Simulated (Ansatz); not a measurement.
# ClGaH2O2: one species, many methods

The task here is to estimate one member of a computed series from the others.

The runs use Ansatz 0.2.0, Gaussian basis; functionals in def2-TZVPP, the program's frozen cores in correlated methods.

Plan: LDA (SPW92), PBE-D4, revPBE-D4, BLYP-D4, r2SCAN-D4, B97M-V, PBE0-D4, B3LYP-D4, r2SCANh-D4, r2SCAN0-D4, HSE06-D4, BHLYP-D4, CAM-B3LYP-D4, LC-ωPBE, ωB97X-V, ωB97M-V, B2PLYP, PBE-QIDH; CCSD(T)/def2-SVP; CCSD(T)/def2-TZVPP; MP2/def2-QZVPP; extrapolation to the limit; RPA on PBE.

## The geometry

The geometry comes from an earlier relaxation with PBE0-D4 in a triple-zeta def2 set; it is a stationary point.

SMILES `[OH][Ga]([OH])[Cl]`, 6 atoms, charge 0, spin multiplicity 1.

Atoms are counted from 1 here; the program's logs count them from 0.

Bond lengths: O1–Ga2 1.772 Å, O1–H5 0.960 Å, Ga2–O3 1.766 Å, Ga2–Cl4 2.122 Å, O3–H6 0.961 Å. Angles: Ga2–O1–H5 113.7°, O1–Ga2–O3 119.7°, O1–Ga2–Cl4 121.3°, O3–Ga2–Cl4 119.0°, Ga2–O3–H6 112.5°.

Set-up of the first run:

in.yaml

```yaml
crystal:
  periodic: [false, false, false]
  atoms:
    - {symbol: O, position_ang: [-0.318858, 1.428419, -0.310456]}
    - {symbol: Ga, position_ang: [-0.083481, -0.317049, -0.112659]}
    - {symbol: O, position_ang: [1.065979, -0.913833, 1.087535]}
    - {symbol: Cl, position_ang: [-1.158547, -1.714541, -1.292525]}
    - {symbol: H, position_ang: [-0.962306, 1.656213, -0.985651]}
    - {symbol: H, position_ang: [1.499314, -0.203208, 1.567657]}
basis:
  gaussian: {orbitals: def2-TZVPP}
hamiltonian: {xc: lda}
output: {orbitals: {seedname: orbitals}}
```

Steps of the session up to this table: LDA; PBE-D4 (GGA); revPBE-D4 (GGA); BLYP-D4 (GGA); r2SCAN-D4 (meta-GGA); B97M-V (meta-GGA); PBE0-D4 (hybrid); B3LYP-D4 (hybrid); r2SCANh-D4 (hybrid); r2SCAN0-D4 (hybrid); HSE06-D4 (hybrid); BHLYP-D4 (hybrid); CAM-B3LYP-D4 (range-separated); LC-ωPBE-D4 (range-separated; the results give it without D4); ωB97X-V (range-separated); ωB97M-V (range-separated); B2PLYP (double hybrid); PBE-QIDH (double hybrid).

One table of the session follows, with a row left open; its other results are not shown here.

It belongs to the step «Orbital energies across the functionals». 

| functional | HOMO (eV) | gap (eV) |
| --- | --- | --- |
| LDA (SPW92) | -7.75 | 5.30 |
| PBE-D4 | -7.52 | 5.36 |
| revPBE-D4 | ? | ? |
| BLYP-D4 | -7.42 | 5.26 |
| r2SCAN-D4 | -7.91 | 6.10 |
| B97M-V | -7.96 | 5.98 |
| PBE0-D4 | -9.24 | 8.04 |
| B3LYP-D4 | -8.96 | 7.38 |
| r2SCANh-D4 | -8.56 | 7.07 |
| r2SCAN0-D4 | -9.51 | 8.52 |
| HSE06-D4 | -8.82 | 7.25 |
| BHLYP-D4 | -10.61 | 10.23 |
| CAM-B3LYP-D4 | -10.67 | 10.37 |
| LC-ωPBE | -12.10 | 13.19 |
| ωB97X-V | -11.71 | 12.59 |
| ωB97M-V | -11.56 | 12.21 |

Q: Estimate the row for revPBE-D4 from the others.

As computed: HOMO (eV): -7.44; gap (eV): 5.42. In the column «HOMO (eV)» it lies between PBE-D4 (-7.52) and BLYP-D4 (-7.42).
